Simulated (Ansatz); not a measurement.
# Ta4GaSe8: a short molecular-dynamics run

A trajectory of Ta4GaSe8, a randomly packed cell with 13 atoms that was not relaxed first: 20 steps of 1 fs at constant energy, with velocities drawn for 2000 K.

All numbers below are computed with Ansatz 0.2.0 (DFT PBE, plane waves, PAW, scalar-relativistic, no spin polarisation).

## 1. The system as given

The cell holds 13 atoms (GaSe8Ta4): a = 5.451 Å, b = 8.313 Å, c = 7.106 Å, α = 107.20°, β = 80.50°, γ = 89.11°.

Coordinates:

```
CELL_PARAMETERS angstrom
5.37718 0.30975 0.84132
-0.08613 8.15377 -1.61756
0.12559 -0.73884 7.06675
ATOMIC_POSITIONS crystal
Ga 0.06903 0.07406 0.29373
Ta 0.57026 0.51526 0.73216
Ta 0.52702 0.03544 0.99048
Ta 0.01056 0.77664 0.94845
Ta 0.22141 0.44011 0.27411
Se 0.03057 0.16001 0.96462
Se 0.50613 0.00516 0.39870
Se 0.24358 0.78946 0.54364
Se 0.80208 0.14068 0.65606
Se 0.74904 0.80316 0.58969
Se 0.71771 0.30547 0.30486
Se 0.67142 0.63505 0.22622
Se 0.05994 0.40282 0.79692
```

## 2. Dynamics

input.yaml

```yaml
crystal:
  lattice:
    - [5.377175, 0.309751, 0.841325]
    - [-0.086132, 8.153769, -1.617565]
    - [0.125594, -0.738835, 7.066754]
  atoms:
    - { symbol: Ga, position: [0.069032, 0.07406, 0.293725] }
    - { symbol: Ta, position: [0.570264, 0.515262, 0.732163] }
    - { symbol: Ta, position: [0.527018, 0.03544, 0.990477] }
    - { symbol: Ta, position: [0.010565, 0.776637, 0.94845] }
    - { symbol: Ta, position: [0.221408, 0.440112, 0.274114] }
    - { symbol: Se, position: [0.030569, 0.160007, 0.964622] }
    - { symbol: Se, position: [0.506127, 0.005157, 0.398695] }
    - { symbol: Se, position: [0.243576, 0.789455, 0.543643] }
    - { symbol: Se, position: [0.802082, 0.140682, 0.656061] }
    - { symbol: Se, position: [0.749036, 0.803162, 0.589689] }
    - { symbol: Se, position: [0.717708, 0.305473, 0.304864] }
    - { symbol: Se, position: [0.67142, 0.635048, 0.226222] }
    - { symbol: Se, position: [0.059936, 0.402823, 0.796924] }
kpoints:
  mp_grid: { grid: [3, 2, 2] }
magnetization:
  spin_polarized: false
scf:
  occupations: { method: fermi_dirac, width: 0.05 }
hamiltonian:
  pseudopotentials: { kind: paw }
  xc: pbe
basis:
  ecutwfc: 420
md:
  timestep: 1.0
  n_steps: 20
  ensemble: nve
  temperature: 2000.0
  initial_velocities: maxwell_boltzmann
  seed: 435677
```

Run with:

```console
$ ansatz run input.yaml --threads 2 --pin off --max-ram 2560MiB --backend cpu --events-out ev --progress --plain --runs-dir out
```

Standard output, shortened:

```text
Warning: md: disabling space-group detection — thermal motion breaks the input geometry's symmetry, so no spatial operation reduces the k-mesh or symmetrises the density; time reversal is kept, so that k and −k are solved as one point where they differ and the mesh holds both, and exact [...]
Warning: RAYON_NUM_THREADS=2 ignored (pool sized by the plan → 2); use --threads N
[...]
Pseudopotentials: kind: paw
Pseudopotential: Ga, paw, valence charge 13, recommended cutoff 420 eV (normal), Ga.paw.azcp
Pseudopotential: Ta, paw, valence charge 13, recommended cutoff 420 eV (normal), Ta.paw.azcp
Pseudopotential: Se, paw, valence charge 16, recommended cutoff 420 eV (normal), Se.paw.azcp
Functional definition: PBE
[...]
Crystal: 13 atoms, lattice volume = 302.728 Å³
Basis set: ecut = 420 eV, 5893 PW (Γ), exchange–correlation on 80×120×96 points (8 copies of the dense FFT grid, shifted against one another)
Bands: 116, of which v1, the nominal top of the filled ones, is band 97 counted from 1 (96 counted from 0)
Symmetry: 1 space group operations
k-points: 8 of 12 (time reversal used)
[...]
SCF iter   1: F=—  HF=-87254.679325 eV  |F-HF|=—  |Δ(HF+E_count)|=         —  Δρ=5.67e-3  dr2=1.67e-1  ethr=1.77e-3  ⟨swp⟩=5.1  Hψ=3290  notcnv=0  defer=12
[...]
md step     0: t =     0.00 fs  T =  2000.0 K  F+E_penalty+E_count = -87254.67238591 eV  E_kin = 3.102240 eV  conserved = -87251.57014594 eV  (10 SCF iters)
[...]
md step     4: t =     4.00 fs  T =  1974.1 K  F+E_penalty+E_count = -87254.63224843 eV  E_kin = 3.062104 eV  conserved = -87251.57014433 eV  (9 SCF iters)
[...]
md step     5: t =     5.00 fs  T =  1981.6 K  F+E_penalty+E_count = -87254.64377448 eV  E_kin = 3.073630 eV  conserved = -87251.57014488 eV  (2 SCF iters)
SCF iter   1: F=—  HF=-87254.663919 eV  |F-HF|=—  |Δ(HF+E_count)|=         —  Δρ=1.14e-5  dr2=9.94e-8  ethr=2.42e-10  ⟨swp⟩=2.1  Hψ=1838  notcnv=0  defer=22
[...]
```

## 3. More of the same log

The log, continued, shortened:

```text
SCF iter   2: F=—  HF=-87254.663919 eV  |F-HF|=—  |Δ(HF+E_count)|=   4.72e-8  Δρ=5.85e-6  dr2=3.60e-8  ethr=5.15e-11  ⟨swp⟩=2.0  Hψ=1107  notcnv=0  defer=22
[...]
md step     6: t =     6.00 fs  T =  1994.5 K  F+E_penalty+E_count = -87254.66391869 eV  E_kin = 3.093772 eV  conserved = -87251.57014631 eV  (3 SCF iters)
[...]
md step     9: t =     9.00 fs  T =  2066.6 K  F+E_penalty+E_count = -87254.77569724 eV  E_kin = 3.205540 eV  conserved = -87251.57015730 eV  (2 SCF iters)
[...]
md step    12: t =    12.00 fs  T =  2187.4 K  F+E_penalty+E_count = -87254.96309412 eV  E_kin = 3.392918 eV  conserved = -87251.57017645 eV  (3 SCF iters)
[...]
md step    15: t =    15.00 fs  T =  2355.1 K  F+E_penalty+E_count = -87255.22326304 eV  E_kin = 3.653058 eV  conserved = -87251.57020530 eV  (2 SCF iters)
[...]
md step    20: t =    20.00 fs  T =  2731.2 K  F+E_penalty+E_count = -87255.80663013 eV  E_kin = 4.236354 eV  conserved = -87251.57027632 eV  (9 SCF iters)
SCF converged after 9 iterations
Free energy (F): -87255.806630 eV
[...]
E sigma→0 (E₀):  -87255.751439 eV
Entropy (-TS):   -0.110382 eV (-8.491 meV/atom)
Fermi energy:    11.060222 eV
[...]
--- Forces (eV/Å), atoms counted from 1 ---
  atom   1  Ga     0.14844271    -0.16064955    -0.04138373
  atom   2  Ta     0.49147320     0.73793577     0.25450830
  atom   3  Ta     0.79412490    -0.42327820     0.41230655
  atom   4  Ta    -0.49558556     0.34686515    -1.30072494
  atom   5  Ta     0.58734331    -0.09714954    -0.12149400
  atom   6  Se     1.98902905    -2.21805106     0.39950951
  atom   7  Se    -0.04535953     0.32839240    -2.07466789
  atom   8  Se    -1.45860502    -2.10719067     0.87711103
[...]
--- MD trajectory: 20 steps, t = 0.0 → 20.0 fs ---
  final state: T = 2731.2 K   F+E_penalty+E_count = -87255.80663013 eV   E_kin = 4.236354 eV
  conserved energy: peak-to-peak 1.324e-4 eV (1.018e-5 eV/atom) over 20.0 fs
```

Run time: 3 min. Hardware: 2 threads of Intel Xeon Platinum 8488C (Sapphire Rapids), shared host; peak memory 1 GiB.

## 4. The trajectory

One step in 2; energies are changes from step 0; msd is the mean square displacement from the start, the centre of mass held:

```csv
time (fs),T (K),potential energy change (meV/atom),total energy change (meV/atom),msd Ga (Å²),msd Se (Å²),msd Ta (Å²)
0.0,2000,0.0,0.00,0.000,0.000,0.000
2.0,1976,2.9,0.00,0.001,0.000,0.000
4.0,1974,3.1,0.00,0.003,0.001,0.000
6.0,1995,0.7,0.00,0.007,0.001,0.001
8.0,2037,-4.4,0.00,0.012,0.003,0.002
10.0,2102,-12.1,0.00,0.019,0.004,0.003
12.0,2187,-22.4,0.00,0.028,0.006,0.004
14.0,2294,-35.1,0.00,0.038,0.008,0.005
16.0,2421,-50.2,-0.01,0.050,0.011,0.007
18.0,2567,-67.7,-0.01,0.063,0.015,0.009
20.0,2731,-87.2,-0.01,0.079,0.019,0.011
```

time (fs), T (K) and a bar:
```
      0.0       2000 #
      1.0       1985 #
      2.0       1976 
      3.0       1972 
      4.0       1974 
      5.0       1982 
      6.0       1995 #
      7.0       2013 ##
      8.0       2037 ###
      9.0       2067 ####
     10.0       2102 #####
     11.0       2142 #######
     12.0       2187 #########
     13.0       2238 ###########
     14.0       2294 #############
     15.0       2355 ###############
     16.0       2421 ##################
     17.0       2492 #####################
     18.0       2567 ########################
     19.0       2647 ###########################
     20.0       2731 ##############################
```

Pair distribution over the second half of the run:

```csv
r (Å),g Se–Se
0.68,0.00
0.84,0.00
1.00,0.00
1.16,0.00
1.32,0.00
1.48,0.00
1.64,0.00
1.80,0.00
1.96,0.00
2.12,0.00
2.28,0.00
2.44,0.27
2.60,3.20
```

## 5. Positions and forces

Extended XYZ, with forces in eV/Å:

```xyz
13
Lattice="5.377 0.310 0.841 -0.086 8.154 -1.618 0.126 -0.739 7.067" Properties=species:S:1:pos:R:3:forces:R:3 pbc="T T T" time_fs=2.0 T=1976 dE=0.0373
Ga    0.425    0.420    2.020    0.952   -0.622   -0.174
Ta    3.120    3.836    4.832    0.054    0.659   -0.130
Ta    2.945   -0.278    7.378    0.583   -0.225    0.665
Ta    0.104    5.638    5.462   -0.443    0.225   -0.965
Ta    1.189    3.455    1.416    0.380   -0.206   -0.200
Se    0.257    0.593    6.574    2.176   -2.185   -0.105
Se    2.781   -0.096    3.238   -0.545    0.663   -2.123
Se    1.316    6.107    2.765   -1.615   -2.197    1.187
Se    4.387    0.911    5.085   -1.879    1.103    0.207
Se    4.029    6.346    3.500   -0.159   -1.995    3.282
Se    3.874    2.497    2.251   -1.750    1.718    1.759
Se    3.582    5.206    1.121    0.833   -0.557   -2.340
Se    0.382    2.708    5.028    1.416    3.618   -1.063
13
Lattice="5.377 0.310 0.841 -0.086 8.154 -1.618 0.126 -0.739 7.067" Properties=species:S:1:pos:R:3:forces:R:3 pbc="T T T" time_fs=5.0 T=1982 dE=0.0286
Ga    0.462    0.436    2.029    0.860   -0.546   -0.171
Ta    3.129    3.835    4.850    0.135    0.685   -0.074
Ta    2.929   -0.275    7.366    0.601   -0.265    0.646
Ta    0.096    5.644    5.472   -0.456    0.238   -1.013
Ta    1.191    3.455    1.422    0.433   -0.193   -0.198
Se    0.237    0.579    6.561    2.168   -2.258   -0.038
Se    2.796   -0.095    3.240   -0.485    0.629   -2.137
Se    1.324    6.100    2.758   -1.643   -2.179    1.153
Se    4.392    0.914    5.087   -1.932    1.033    0.064
Se    4.022    6.345    3.505   -0.146   -2.003    3.259
Se    3.878    2.512    2.232   -1.735    1.619    1.872
Se    3.579    5.187    1.096    0.762   -0.442   -2.298
Se    0.376    2.701    5.024    1.439    3.682   -1.066
13
Lattice="5.377 0.310 0.841 -0.086 8.154 -1.618 0.126 -0.739 7.067" Properties=species:S:1:pos:R:3:forces:R:3 pbc="T T T" time_fs=8.0 T=2037 dE=-0.0575
Ga    0.499    0.452    2.038    0.752   -0.469   -0.159
Ta    3.138    3.833    4.868    0.217    0.708   -0.016
Ta    2.914   -0.273    7.355    0.623   -0.305    0.618
Ta    0.088    5.649    5.481   -0.469    0.254   -1.065
Ta    1.194    3.455    1.428    0.481   -0.178   -0.193
Se    0.220    0.562    6.547    2.151   -2.308    0.040
Se    2.810   -0.093    3.240   -0.417    0.585   -2.145
Se    1.329    6.090    2.753   -1.648   -2.162    1.112
Se    4.394    0.917    5.089   -1.979    0.962   -0.074
Se    4.016    6.342    3.514   -0.150   -2.000    3.231
Se    3.879    2.529    2.215   -1.699    1.514    1.965
Se    3.577    5.168    1.069    0.673   -0.322   -2.256
Se    0.371    2.699    5.019    1.465    3.720   -1.057
13
Lattice="5.377 0.310 0.841 -0.086 8.154 -1.618 0.126 -0.739 7.067" Properties=species:S:1:pos:R:3:forces:R:3 pbc="T T T" time_fs=10.0 T=2102 dE=-0.1575
Ga    0.525    0.463    2.044    0.670   -0.417   -0.147
Ta    3.144    3.833    4.880    0.270    0.720    0.025
Ta    2.904   -0.271    7.348    0.642   -0.330    0.595
Ta    0.083    5.653    5.487   -0.476    0.266   -1.101
Ta    1.196    3.455    1.432    0.509   -0.168   -0.187
Se    0.210    0.550    6.537    2.135   -2.326    0.096
Se    2.819   -0.092    3.239   -0.366    0.551   -2.146
Se    1.332    6.082    2.751   -1.640   -2.152    1.080
Se    4.395    0.919    5.090   -2.008    0.917   -0.160
Se    4.012    6.339    3.522   -0.161   -1.992    3.209
Se    3.879    2.542    2.205   -1.665    1.441    2.014
Se    3.576    5.154    1.049    0.605   -0.242   -2.230
Se    0.368    2.700    5.014    1.484    3.731   -1.046
13
Lattice="5.377 0.310 0.841 -0.086 8.154 -1.618 0.126 -0.739 7.067" Properties=species:S:1:pos:R:3:forces:R:3 pbc="T T T" time_fs=12.0 T=2187 dE=-0.2907
Ga    0.550    0.473    2.049    0.581   -0.365   -0.131
Ta    3.150    3.833    4.891    0.322    0.730    0.067
Ta    2.895   -0.270    7.340    0.663   -0.353    0.567
Ta    0.077    5.656    5.492   -0.482    0.279   -1.139
Ta    1.198    3.455    1.435    0.534   -0.156   -0.180
Se    0.200    0.536    6.528    2.115   -2.331    0.155
Se    2.828   -0.090    3.237   -0.311    0.514   -2.144
Se    1.334    6.073    2.748   -1.621   -2.143    1.045
Se    4.394    0.923    5.091   -2.034    0.874   -0.240
Se    4.007    6.335    3.531   -0.179   -1.980    3.184
Se    3.878    2.555    2.197   -1.622    1.365    2.053
Se    3.576    5.141    1.028    0.530   -0.163   -2.206
Se    0.367    2.702    5.010    1.504    3.729   -1.031
13
Lattice="5.377 0.310 0.841 -0.086 8.154 -1.618 0.126 -0.739 7.067" Properties=species:S:1:pos:R:3:forces:R:3 pbc="T T T" time_fs=15.0 T=2355 dE=-0.5509
Ga    0.590    0.488    2.058    0.434   -0.288   -0.101
Ta    3.160    3.832    4.909    0.394    0.739    0.134
Ta    2.880   -0.267    7.330    0.703   -0.384    0.518
Ta    0.069    5.662    5.500   -0.489    0.302   -1.198
Ta    1.201    3.455    1.441    0.563   -0.136   -0.165
Se    0.188    0.513    6.515    2.076   -2.314    0.246
Se    2.841   -0.087    3.232   -0.221    0.451   -2.130
Se    1.336    6.057    2.746   -1.576   -2.130    0.987
Se    4.391    0.928    5.093   -2.067    0.817   -0.345
Se    4.001    6.326    3.549   -0.215   -1.954    3.141
Se    3.875    2.576    2.185   -1.543    1.248    2.091
Se    3.576    5.121    0.995    0.405   -0.051   -2.174
Se    0.365    2.710    5.001    1.536    3.701   -1.004
13
Lattice="5.377 0.310 0.841 -0.086 8.154 -1.618 0.126 -0.739 7.067" Properties=species:S:1:pos:R:3:forces:R:3 pbc="T T T" time_fs=18.0 T=2567 dE=-0.8797
Ga    0.630    0.502    2.066    0.268   -0.211   -0.066
Ta    3.169    3.832    4.927    0.457    0.741    0.205
Ta    2.866   -0.265    7.319    0.754   -0.409    0.458
Ta    0.060    5.668    5.508   -0.494    0.328   -1.259
Ta    1.205    3.455    1.447    0.582   -0.114   -0.142
Se    0.179    0.488    6.501    2.027   -2.267    0.338
Se    2.854   -0.084    3.224   -0.120    0.380   -2.102
Se    1.335    6.039    2.745   -1.512   -2.117    0.922
Se    4.386    0.934    5.094   -2.092    0.770   -0.427
Se    3.994    6.316    3.569   -0.260   -1.919    3.089
Se    3.870    2.598    2.176   -1.447    1.125    2.103
Se    3.576    5.100    0.960    0.266    0.052   -2.148
Se    0.366    2.721    4.992    1.571    3.642   -0.971
13
Lattice="5.377 0.310 0.841 -0.086 8.154 -1.618 0.126 -0.739 7.067" Properties=species:S:1:pos:R:3:forces:R:3 pbc="T T T" time_fs=20.0 T=2731 dE=-1.1342
Ga    0.656    0.512    2.071    0.148   -0.161   -0.041
Ta    3.176    3.833    4.939    0.491    0.738    0.255
Ta    2.857   -0.264    7.313    0.794   -0.423    0.412
Ta    0.054    5.672    5.512   -0.496    0.347   -1.301
Ta    1.208    3.454    1.451    0.587   -0.097   -0.121
Se    0.173    0.470    6.493    1.989   -2.218    0.400
Se    2.863   -0.081    3.217   -0.045    0.328   -2.075
Se    1.334    6.026    2.745   -1.459   -2.107    0.877
Se    4.381    0.939    5.095   -2.104    0.744   -0.468
Se    3.989    6.308    3.585   -0.294   -1.891    3.048
Se    3.866    2.613    2.171   -1.375    1.041    2.097
Se    3.576    5.087    0.935    0.167    0.114   -2.134
Se    0.367    2.731    4.985    1.595    3.585   -0.948
```

## 6. Results

```
                             quantity                             value
                               length                  20 steps of 1 fs
     temperature, first and last step                   2000 and 2731 K
             temperature, second half  mean 2380 K, from 2102 to 2731 K
        potential energy, second half       -45 meV/atom from the start
   largest change of the total energy                     0.01 meV/atom
mean square displacement, second half   Ga 0.046, Se 0.010, Ta 0.006 Å²
```

The temperature starts at 2000 K and averages 2380 K in the second half, where it still rises, from 2102 to 2731 K; the start was no minimum (force components up to 3.6 eV/Å), and the potential energy that it sheds (45 meV/atom) turns into motion. The total energy strays from its start by at most 0.01 meV/atom, under 0.1 % of the mean kinetic energy, which is good for a step of 1 fs. Over the second half Ga atoms stand 0.2 Å (root mean square) from where they began, and the farthest move is 0.3 Å. 20 fs on 13 atoms is far too short and small for converged averages. The k-mesh is coarse for this cell.
